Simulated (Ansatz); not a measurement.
# C2H7Cl2GaO: the cost of one run

Program: Ansatz 0.2.0, Gaussian basis. Level of theory: the settings change from run to run. These are calculated values, not measurements.

## 1. The geometry

The structure was relaxed beforehand with PBE0-D4 in a triple-zeta def2 set.

SMILES `C[OH+][Ga-]([CH3])([Cl])[Cl]`, 13 atoms, charge 0, spin multiplicity 1.

Atoms are counted from 1 here; the program's logs count them from 0.

Bond lengths: C1–O2 1.428 Å, C1–H7 1.092 Å, C1–H8 1.090 Å, C1–H9 1.088 Å, O2–Ga3 2.094 Å, O2–H10 0.966 Å, Ga3–C4 1.955 Å, Ga3–Cl5 2.160 Å, Ga3–Cl6 2.189 Å, C4–H11 1.091 Å, C4–H12 1.091 Å, C4–H13 1.091 Å. Angles: O2–C1–H7 111.3°, O2–C1–H8 109.6°, O2–C1–H9 106.7°, H7–C1–H8 110.3°, H7–C1–H9 109.6°, H8–C1–H9 109.2°, C1–O2–Ga3 124.4°, C1–O2–H10 111.8°, Ga3–O2–H10 104.5°, O2–Ga3–C4 105.4°, O2–Ga3–Cl5 100.2°, O2–Ga3–Cl6 89.4°, C4–Ga3–Cl5 120.4°, C4–Ga3–Cl6 119.5°, Cl5–Ga3–Cl6 113.6°, Ga3–C4–H11 111.0°, Ga3–C4–H12 109.2°, Ga3–C4–H13 110.9° and more.

## 2. RPA/cc-pVDZ

Set apart from the defaults: charge -1, multiplicity 2, restricted open-shell orbitals, atoms shaken by 0.08 Å.

Input file in.yaml:

```yaml
crystal:
  periodic: [false, false, false]
  atoms:
    - {symbol: C, position_ang: [0.638915, 0.009159, -1.721328]}
    - {symbol: O, position_ang: [-0.539974, 0.825874, -1.000257]}
    - {symbol: Ga, position_ang: [-0.671394, 0.499577, 1.108054]}
    - {symbol: C, position_ang: [0.254171, -1.074778, 1.645279]}
    - {symbol: Cl, position_ang: [0.148895, 2.636437, 1.690853]}
    - {symbol: Cl, position_ang: [-2.814086, 0.454488, 0.902743]}
    - {symbol: H, position_ang: [0.523821, -0.848595, -1.784897]}
    - {symbol: H, position_ang: [0.553092, 0.738274, -2.920215]}
    - {symbol: H, position_ang: [1.516264, 0.274260, -1.335093]}
    - {symbol: H, position_ang: [-1.367156, 0.741578, -1.287565]}
    - {symbol: H, position_ang: [-0.039684, -1.981346, 0.850178]}
    - {symbol: H, position_ang: [0.082774, -1.144819, 2.705360]}
    - {symbol: H, position_ang: [1.294190, -0.860216, 1.337015]}
basis:
  gaussian: {orbitals: cc-pVDZ}
total_charge: -1
magnetization: {spin_polarized: false, initial_magnetization: 1}
hamiltonian: {xc: {name: HSE06}}
correlation: {method: rpa}
```

Started as:

```bash
ansatz run in.yaml --threads 4 --pin off --events-out ev --progress --plain --max-ram 11315MiB
```

Q: Estimate wall time and peak memory on 4 threads of Arm Neoverse V2, shared host.

About 30 s, with a peak of 0.72 GiB.
